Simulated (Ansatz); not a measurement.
**C₂Br₄: taking an electron away**

An exercise on one series of results from a longer session: the logs are not shown, and one member is left open.

Program: Ansatz 0.2.0, Gaussian basis. Level of theory: unrestricted cation, the program's frozen cores in correlated methods. These are calculated values, not measurements.

Plan: UKS PBE-D4/def2-TZVPP; UKS r2SCAN-D4/def2-TZVPP; UKS PBE0-D4/def2-TZVPP; UKS B3LYP-D4/def2-TZVPP; UKS wB97X-V/def2-TZVPP; UKS wB97M-V/def2-TZVPP; UKS B2PLYP/def2-TZVPP; UHF-CCSD(T)/def2-TZVPP; UHF-MP2/def2-QZVPP; extrapolation to the limit; then −ε(HOMO) from the neutral's earlier runs with LDA (SPW92), PBE-D4, revPBE-D4, BLYP-D4, r2SCAN-D4, B97M-V, PBE0-D4, B3LYP-D4, r2SCANh-D4, r2SCAN0-D4, HSE06-D4, BHLYP-D4, CAM-B3LYP-D4, LC-ωPBE, ωB97X-V, ωB97M-V.

**The relaxed structure**

An earlier PBE0-D4 in a triple-zeta def2 set relaxation fixed the geometry.

SMILES `BrC(Br)=C(Br)Br`, 6 atoms, charge 0, spin multiplicity 1.

Atoms are counted from 1 here; the program's logs count them from 0.

Bond lengths: Br1–C2 1.868 Å, C2–Br3 1.868 Å, C2–C4 1.336 Å, C4–Br5 1.868 Å, C4–Br6 1.868 Å. Angles: Br1–C2–Br3 114.8°, Br1–C2–C4 122.6°, Br3–C2–C4 122.6°, C2–C4–Br5 122.6°, C2–C4–Br6 122.6°, Br5–C4–Br6 114.8°.

The first run:

The input, in.yaml:

```yaml
crystal:
  periodic: [false, false, false]
  atoms:
    - {symbol: Br, position_ang: [-1.097117, -1.837897, -0.836104]}
    - {symbol: C, position_ang: [-0.632701, -0.209306, -0.047952]}
    - {symbol: Br, position_ang: [-2.074536, 0.788665, 0.595738]}
    - {symbol: C, position_ang: [0.632705, 0.209308, 0.047950]}
    - {symbol: Br, position_ang: [2.074539, -0.788665, -0.595738]}
    - {symbol: Br, position_ang: [1.097120, 1.837896, 0.836105]}
basis:
  gaussian: {orbitals: def2-TZVPP}
total_charge: 1
magnetization: {spin_polarized: true, initial_magnetization: 1}
hamiltonian: {xc: pbe, dispersion: d4}
```

Started as:

```console
$ ansatz run in.yaml --threads 2 --pin off --events-out ev --progress --plain --max-ram 32768MiB --backend cpu
```

Steps of the session up to this table: Cation, UKS PBE-D4/def2-TZVPP; Cation, UKS r2SCAN-D4/def2-TZVPP; Cation, UKS PBE0-D4/def2-TZVPP; Cation, UKS B3LYP-D4/def2-TZVPP; Cation, UKS wB97X-V/def2-TZVPP; Cation, UKS wB97M-V/def2-TZVPP; Cation, UKS B2PLYP (frozen core)/def2-TZVPP; Cation, UHF-CCSD(T)/def2-TZVPP; Cation, UHF-MP2/def2-QZVPP.

One of the session's tables, all rows but one given; the rest of the session is left out.

It belongs to the step «Ionisation energies side by side». Orbital estimates, from the neutral's runs:

```
  functional  −ε(HOMO) (eV)
 LDA (SPW92)           6.28
      PBE-D4           6.09
   revPBE-D4           6.03
     BLYP-D4           5.92
   r2SCAN-D4           6.34
      B97M-V           6.39
     PBE0-D4           7.22
    B3LYP-D4           6.99
  r2SCANh-D4           6.76
  r2SCAN0-D4           7.38
    HSE06-D4           6.83
    BHLYP-D4           8.19
CAM-B3LYP-D4           8.46
     LC-ωPBE           9.77
     ωB97X-V           9.42
     ωB97M-V              ?
```

Estimate the missing values for ωB97M-V.

As computed: −ε(HOMO) (eV): 9.29. In the column «−ε(HOMO) (eV)» it lies between CAM-B3LYP-D4 (8.46) and ωB97X-V (9.42).
